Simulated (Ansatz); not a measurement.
**F₂H₄MoO₄: one species, many methods**

The task here is to estimate one member of a computed series from the others.

Method: functionals in def2-TZVPP, the program's frozen cores in correlated methods; program: Ansatz 0.2.0, Gaussian basis.

Levels to be run: LDA (SPW92), PBE-D4, revPBE-D4, BLYP-D4, r2SCAN-D4, B97M-V, PBE0-D4, B3LYP-D4, r2SCANh-D4, r2SCAN0-D4, HSE06-D4, BHLYP-D4, CAM-B3LYP-D4, LC-ωPBE, ωB97X-V, ωB97M-V, B2PLYP, PBE-QIDH; CCSD(T)/def2-SVP; MP2/def2-TZVPP; MP2/def2-QZVPP; RPA on PBE.

### The geometry

An earlier PBE0-D4 in a triple-zeta def2 set relaxation fixed the geometry. Mo takes the def2 core potential; no spin-orbit term is included.

SMILES `[OH][Mo]([OH])([OH])([OH])([F])[F]`, 11 atoms, charge 0, spin multiplicity 1.

Atoms are counted from 1 here; the program's logs count them from 0.

Bond lengths: O1–Mo2 1.900 Å, O1–H8 0.963 Å, Mo2–O3 1.901 Å, Mo2–O4 1.840 Å, Mo2–O5 1.840 Å, Mo2–F6 1.875 Å, Mo2–F7 1.876 Å, O3–H9 0.963 Å, O4–H10 0.962 Å, O5–H11 0.963 Å. Angles: Mo2–O1–H8 115.5°, O1–Mo2–O3 172.0°, O1–Mo2–O4 82.3°, O1–Mo2–O5 103.1°, O1–Mo2–F6 94.0°, O1–Mo2–F7 80.2°, O3–Mo2–O4 103.3°, O3–Mo2–O5 82.2°, O3–Mo2–F6 80.3°, O3–Mo2–F7 93.7°, O4–Mo2–O5 95.8°, O4–Mo2–F6 91.6°, O4–Mo2–F7 162.1°, O5–Mo2–F6 162.1°, O5–Mo2–F7 91.9°, F6–Mo2–F7 85.9°, Mo2–O3–H9 115.5°, Mo2–O4–H10 124.2° and more.

Coordinates:

```
atom    x (Å)    y (Å)    z (Å)
  O1  -1.0489  -1.3778   0.7908
 Mo2   0.0189  -0.0058   0.0247
  O3   1.2489   1.3308  -0.5349
  O4  -0.3055  -0.9548  -1.5184
  O5  -1.2003   1.3293  -0.3188
  F6   1.6318  -0.9193   0.3096
  F7   0.1292   0.4767   1.8339
  H8  -1.0846  -1.3872   1.7533
  H9   2.1793   1.1188  -0.4035
 H10  -0.5992  -1.8712  -1.5382
 H11  -0.9697   2.2604  -0.3984
```

Set-up of the first run:

in.yaml reads:

```yaml
crystal:
  periodic: [false, false, false]
  atoms:
    - {symbol: O, position_ang: [-1.048878, -1.377769, 0.790764]}
    - {symbol: Mo, position_ang: [0.018863, -0.005761, 0.024694]}
    - {symbol: O, position_ang: [1.248901, 1.330790, -0.534925]}
    - {symbol: O, position_ang: [-0.305511, -0.954795, -1.518368]}
    - {symbol: O, position_ang: [-1.200258, 1.329316, -0.318813]}
    - {symbol: F, position_ang: [1.631843, -0.919294, 0.309568]}
    - {symbol: F, position_ang: [0.129166, 0.476706, 1.833950]}
    - {symbol: H, position_ang: [-1.084591, -1.387244, 1.753301]}
    - {symbol: H, position_ang: [2.179273, 1.118787, -0.403542]}
    - {symbol: H, position_ang: [-0.599164, -1.871167, -1.538234]}
    - {symbol: H, position_ang: [-0.969653, 2.260441, -0.398386]}
basis:
  gaussian: {orbitals: def2-TZVPP}
hamiltonian: {xc: lda}
output: {orbitals: {seedname: orbitals}}
```

Started as:

```
ansatz run in.yaml --threads 4 --pin off --events-out ev --progress --plain --max-ram 11315MiB
```

Among the steps run: LDA; PBE-D4 (GGA); revPBE-D4 (GGA); BLYP-D4 (GGA); r2SCAN-D4 (meta-GGA); B97M-V (meta-GGA); B3LYP-D4 (hybrid); r2SCANh-D4 (hybrid); r2SCAN0-D4 (hybrid); HSE06-D4 (hybrid); BHLYP-D4 (hybrid); CAM-B3LYP-D4 (range-separated); LC-ωPBE (range-separated); ωB97X-V (range-separated); ωB97M-V (range-separated); B2PLYP (double hybrid); PBE-QIDH (double hybrid).

One of the session's tables, all rows but one given; the rest of the session is left out.

It belongs to the step «Orbital energies across the functionals». 

| functional | HOMO (eV) | LUMO (eV) | gap (eV) |
| --- | --- | --- | --- |
| LDA (SPW92) | -7.93 | -4.28 | 3.65 |
| PBE-D4 | -7.70 | -4.06 | 3.64 |
| revPBE-D4 | -7.61 | -3.97 | 3.64 |
| BLYP-D4 | -7.63 | -4.01 | 3.62 |
| r2SCAN-D4 | -8.12 | -4.15 | 3.97 |
| B97M-V | ? | ? | ? |
| PBE0-D4 | -9.47 | -3.53 | 5.94 |
| B3LYP-D4 | -9.21 | -3.76 | 5.45 |
| r2SCANh-D4 | -8.78 | -3.93 | 4.85 |
| r2SCAN0-D4 | -9.77 | -3.59 | 6.18 |
| HSE06-D4 | -9.06 | -3.91 | 5.15 |
| BHLYP-D4 | -11.18 | -2.87 | 8.31 |
| CAM-B3LYP-D4 | -10.97 | -2.53 | 8.44 |
| LC-ωPBE | -12.26 | -1.37 | 10.89 |
| ωB97X-V | -11.94 | -1.43 | 10.50 |
| ωB97M-V | -11.88 | -1.45 | 10.43 |

**Question.** Estimate the row for B97M-V.

As computed: HOMO (eV): -8.24; LUMO (eV): -4.14; gap (eV): 4.09. In the column «HOMO (eV)» it lies between r2SCANh-D4 (-8.78) and r2SCAN-D4 (-8.12).
